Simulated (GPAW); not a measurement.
The system is Mn3Al.

```
Mn Al
1.0
     0.00000    2.85803    2.85803
     2.85803    0.00000    2.85803
     2.85803    2.85803    0.00000
Mn Al
3 1
Direct
  0.00000 0.00000 0.00000
  0.25000 0.25000 0.25000
  0.75000 0.75000 0.75000
  0.50000 0.50000 0.50000
```

The cell comes from a database or a generator and needn't be the stable form of this composition.

Program: GPAW 26.7.0. Alike in all runs: task band structure; potentials or basis PAW data sets generated in the run's folder for this functional, pw; spin collinear, ferromagnetic start; cell as given; k mesh 7 × 7 × 7; cutoff (eV) 600; smearing fermi-dirac 0.05 eV.

Q: Order these runs on this cell by their pressure, lowest first.
A. level PBEsol+U; U Mn d U = 4 eV
B. level PBEsol
C. level PBEsol+U; U Mn d U = 3 eV
D. level PBEsol+U; U Mn d U = 6 eV
E. level PBEsol+U; U Mn d U = 8 eV

A: B (-7.8 GPa), C (44.2 GPa), A (50.9 GPa), D (69.3 GPa), E (78.7 GPa).

Caveats: a pressure of tens of GPa on the cell as given is suspect, and the run, the potentials or the cell itself is likely at fault (some runs); the U is typed as a test and isn't derived for this compound (some runs); the moment fell far below its start of 4 μB, so a state of higher moment may lie lower in energy (some runs).
